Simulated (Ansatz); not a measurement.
Working through a rigid torsion scan of Cl₂H₃SbSi, SMILES [SiH3][Sb]([Cl])[Cl]

Program: the Ansatz DFT code, driven from Python.

At the Python prompt:
```pycon
>>> import ansatz as az
>>> from ase import Atoms
>>> SETTINGS = {
...     "basis": "def2-SVP",
...     "xc": "pbe0",
...     "force_tol": 0.02,
...     "level": "MP2",
... }
>>> atoms = Atoms(["Si", "Sb", "Cl", "Cl", "H", "H", "H"], positions=[
...     (-0.3459, 0.8664, -0.1522),
...     (-0.3796, -1.3146, 1.0197),
...     (1.9672, -1.1798, 1.3458),
...     (-0.019, -2.4758, -1.0607),
...     (-0.2175, 1.9837, 0.8012),
...     (-1.6766, 1.0982, -0.8647),
...     (0.7327, 0.9539, -1.1348),
... ])
>>> # relax first, so that the scan starts from a minimum
>>> first = az.Crystal.molecule_from_ase(atoms).calculation()
>>> first = first.basis(gaussian=SETTINGS["basis"]).functional(SETTINGS["xc"])
>>> first = first.relax(force_tolerance=SETTINGS["force_tol"], max_steps=80)
>>> atoms.positions = first.run(threads=1, backend="cpu").report["positions_ang"]

>>> start = atoms.get_dihedral(4, 0, 1, 2)
>>> energies = {}
>>> for turn in range(0, 360, 30):
...     turned = atoms.copy()
...     turned.set_dihedral(4, 0, 1, 2, start + turn, indices=[1, 2, 3])
...     setup = (
...         az.Crystal.molecule_from_ase(turned).calculation()
...         .basis(gaussian=SETTINGS["basis"])
...         .correlation(SETTINGS["level"])
...     )
...     energies[round((start + turn) % 360)] = setup.run(threads=1, backend="cpu").report["free_energy_ev"]
...
>>> floor = min(energies.values())
>>> print("dihedral H4-Si0-Sb1-Cl2 (deg)   E - E(min) (kcal/mol)")
dihedral H4-Si0-Sb1-Cl2 (deg)   E - E(min) (kcal/mol)
>>> for angle, e in sorted(energies.items()):
...     print(f"{angle:8d} {23.060548 * (e - floor):14.3f}  " + "#" * int(30 * (e - floor) / max(max(energies.values()) - floor, 1e-9)))
...
      20          1.214  ##############
      50          0.065
      80          1.282  ###############
     110          2.526  ##############################
     140          1.259  ##############
     170          0.065
     200          1.236  ##############
     230          2.440  ############################
     260          1.172  #############
     290          0.000
     320          1.195  ##############
     350          2.441  ############################
```

The scan is rigid and the energies are electronic, in a modest basis. With rigid groups the curve can differ much from the relaxed path, the start wasn't checked as a minimum of this torsion, and equivalent turns needn't return to the same energy. def2 sets replace the cores of elements past krypton by effective core potentials. The start is relaxed with a density functional and scanned with the wavefunction method, so it isn't exactly that method's minimum. The whole script took 46 s on 1 thread of Arm Neoverse V2 (shared host), peak memory 0.3 GiB.

(Lines on the test bed's own set-up are left out of the output.)
